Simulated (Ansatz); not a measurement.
# C2H7FSi: the cost of one run

Program: Ansatz 0.2.0. Level of theory: RHF/6-31G*. These are calculated values, not measurements.

1 further run of the same task is left out (it didn't finish).

### Step 1. The structure to begin with

Bond lengths: Si1–F2 1.790 Å, Si1–H3 1.660 Å, Si1–C4 1.869 Å, C4–H5 1.110 Å, C4–H6 1.110 Å, C4–H7 1.110 Å, Si1–C8 1.869 Å, C8–H9 1.110 Å, C8–H10 1.110 Å, C8–H11 1.110 Å. Angles (14 of 18 angles, heavy atoms first): F2–Si1–C4 122.7°, F2–Si1–C8 122.7°, C4–Si1–C8 109.5°, F2–Si1–H3 43.3°, H3–Si1–C4 122.2°, H3–Si1–C8 122.2°, Si1–C4–H5 109.5°, Si1–C4–H6 109.5°, Si1–C4–H7 109.5°, Si1–C8–H9 109.5°, Si1–C8–H10 109.5°, Si1–C8–H11 109.5°, H5–C4–H6 109.4°, H5–C4–H7 109.4°.

Structure file:

```xyz
11

Si    0.0000    0.0000    0.0000
F     0.9996    0.0000    1.4848
H     1.6189    0.0000    0.3673
C    -0.8808    1.5259   -0.6227
H    -1.9334    1.2723   -0.8671
H    -0.8624    2.3106    0.1622
H    -0.3704    1.9025   -1.5336
C    -0.8808   -1.5259   -0.6227
H    -1.3804   -2.0377    0.2261
H    -1.6409   -1.2332   -1.3768
H    -0.1449   -2.2146   -1.0879
```

### Step 2. Pulling towards end A

Springs on the bonds that form and break draw the guess towards this end; the thresholds are loose.

Input file input.yaml:

```yaml
crystal:
  periodic: [false, false, false]
  atoms:
    - { symbol: Si, position_ang: [0.0, 0.0, 0.0] }
    - { symbol: F, position_ang: [0.9996, 0.0, 1.4848] }
    - { symbol: H, position_ang: [1.6189, 0.0, 0.3673] }
    - { symbol: C, position_ang: [-0.8808, 1.5259, -0.6227] }
    - { symbol: H, position_ang: [-1.9334, 1.2723, -0.8671] }
    - { symbol: H, position_ang: [-0.8624, 2.3106, 0.1622] }
    - { symbol: H, position_ang: [-0.3704, 1.9025, -1.5336] }
    - { symbol: C, position_ang: [-0.8808, -1.5259, -0.6227] }
    - { symbol: H, position_ang: [-1.3804, -2.0377, 0.2261] }
    - { symbol: H, position_ang: [-1.6409, -1.2332, -1.3768] }
    - { symbol: H, position_ang: [-0.1449, -2.2146, -1.0879] }
basis:
  gaussian: { orbitals: "6-31G*" }
hamiltonian:
  xc: hf
relax:
  f_tol: 0.15
  max_steps: 25
  restrain:
    - { distance: [1, 2], at: 2.12, k: 30.0 }
    - { distance: [0, 1], at: 1.59, k: 30.0 }
    - { distance: [0, 2], at: 1.46, k: 30.0 }
```

On the command line:

```sh
$ ansatz run input.yaml --threads 1 --pin off --max-ram 2048MiB --backend cpu --events-out ev --progress --plain --runs-dir out
```

Q: Estimate wall time and peak memory on 1 thread of Arm Neoverse V2, shared host.

About 16 s, with a peak of 0.14 GiB.
